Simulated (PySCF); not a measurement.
**A diatomic session: CaC−**

The task here is to estimate one member of a computed series from the others.

Method: Ca aug-pcseg-1, C aug-pcseg-1, no relativity; program: PySCF 2.14.0.

1 further run of the same task is left out (set aside as unsound or not needed).

The first run:

The job is set up so:

```
atoms                         : Ca, C
charge                        : -1
basis                         : Ca aug-pcseg-1, C aug-pcseg-1
Hamiltonian                   : no relativity
basis functions               : 56
electrons treated             : 27
masses in u                   : 39.9626, 12.0000
levels                        : PBE0, PBE, r²SCAN, MN15, M06-2X, B97-3, HSE06, HF, MP2, SCS-MP2, CCSD, CCSD(T)
grid                          : 80 radial by 434 angular points
occupations                   : held fixed by the projection of orbital angular momentum
dissociation limit            : Ca + C−, each in its ground configuration
starting distance in angstrom : 2.400
values of 2S to try           : 1, 3
```

Command:

```console
> OMP_NUM_THREADS=1 python dia.py task.json out
```

Among the steps run: Set-up; First curve: PBE0; Higher solutions at PBE0; PBE; r²SCAN (meta-GGA); MN15 (hybrid meta-GGA); M06-2X (hybrid meta-GGA); B97-3 (global hybrid GGA); HSE06 (range-separated hybrid); UHF; MP2 and coupled cluster.

One of the session's tables, all rows but one given; the rest of the session is left out.

Energy (eV) from each level's lowest point:

```
R (Å)    UHF  UHF-MP2  UHF-SCS-MP2  UHF-CCSD  UHF-CCSD(T)
2.068  0.710    0.693        0.714       n/a          n/a
2.164  0.364    0.364        0.378     0.367        0.364
2.261  0.153    0.160        0.168     0.161        0.160
2.333      ?        ?            ?         ?            ?
2.405  0.014    0.019        0.021     0.019        0.018
2.477  0.000    0.000        0.000     0.000        0.000
2.573  0.019    0.012        0.010     0.012        0.012
2.694  0.086    0.068        0.065     0.068        0.068
2.838  0.201    0.172        0.169     0.172        0.171
3.030  0.382    0.340        0.338       n/a          n/a
```

**Question.** Estimate the row for R (Å) = 2.333.

Worked estimate for «UHF». A straight line through the neighbours (2.261, 0.153) and (2.405, 0.014) gives 0.153 + (0.014 − 0.153) × (2.333 − 2.261) / (2.405 − 2.261) = 0.083; a parabola fitted to 4 rows on both sides gives 0.060.

**Answer.** UHF: 0.062; UHF-MP2: 0.069; UHF-SCS-MP2: 0.074; UHF-CCSD: 0.069; UHF-CCSD(T): 0.069. In «UHF» the line misses by +0.021 and the parabola by -0.002.
